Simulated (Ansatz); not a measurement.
# BrGeH5: the cost of one run

Method: RKS PBE/def2-SVP, in Ansatz 0.2.0.

1 further run of the same task is left out (it didn't finish).

## (1) The system as given

Bond lengths: Br1–H2 1.397 Å, Ge3–H4 1.491 Å, Ge3–H5 1.483 Å, Ge3–H6 1.479 Å, Ge3–H7 1.483 Å. Angles: H4–Ge3–H5 108.7°, H4–Ge3–H6 109.8°, H4–Ge3–H7 107.9°, H5–Ge3–H6 111.1°, H5–Ge3–H7 109.5°, H6–Ge3–H7 109.8°.

As a file:

```xyz
7

Br   -1.0932    0.0267   -2.3568
H     0.2214   -0.4406   -2.4327
Ge    0.1589    0.0864    0.9572
H     1.3245    0.0729    0.0270
H    -0.5798   -1.1908    0.8123
H    -0.7123    1.2422    0.6520
H     0.6806    0.2031    2.3410
```

## (2) Preparing the start

input.yaml

```yaml
crystal:
  periodic: [false, false, false]
  atoms:
    - { symbol: Br, position_ang: [-1.0932, 0.0267, -2.3568] }
    - { symbol: H, position_ang: [0.2214, -0.4406, -2.4327] }
    - { symbol: Ge, position_ang: [0.1589, 0.0864, 0.9572] }
    - { symbol: H, position_ang: [1.3245, 0.0729, 0.027] }
    - { symbol: H, position_ang: [-0.5798, -1.1908, 0.8123] }
    - { symbol: H, position_ang: [-0.7123, 1.2422, 0.652] }
    - { symbol: H, position_ang: [0.6806, 0.2031, 2.341] }
basis:
  gaussian: { orbitals: def2-SVP }
hamiltonian:
  xc: pbe
relax:
  f_tol: 0.02
  max_steps: 40
scf:
  lower_state_search: "off"
```

Launch:

```console
> ansatz run input.yaml --threads 2 --pin off --max-ram 3072MiB --backend cpu --events-out ev --progress --plain --runs-dir out
```

**Question.** How long does this run take on 2 threads of Arm Neoverse N1, shared host, and how much memory does it need?

About 45 s, with a peak of 0.12 GiB.
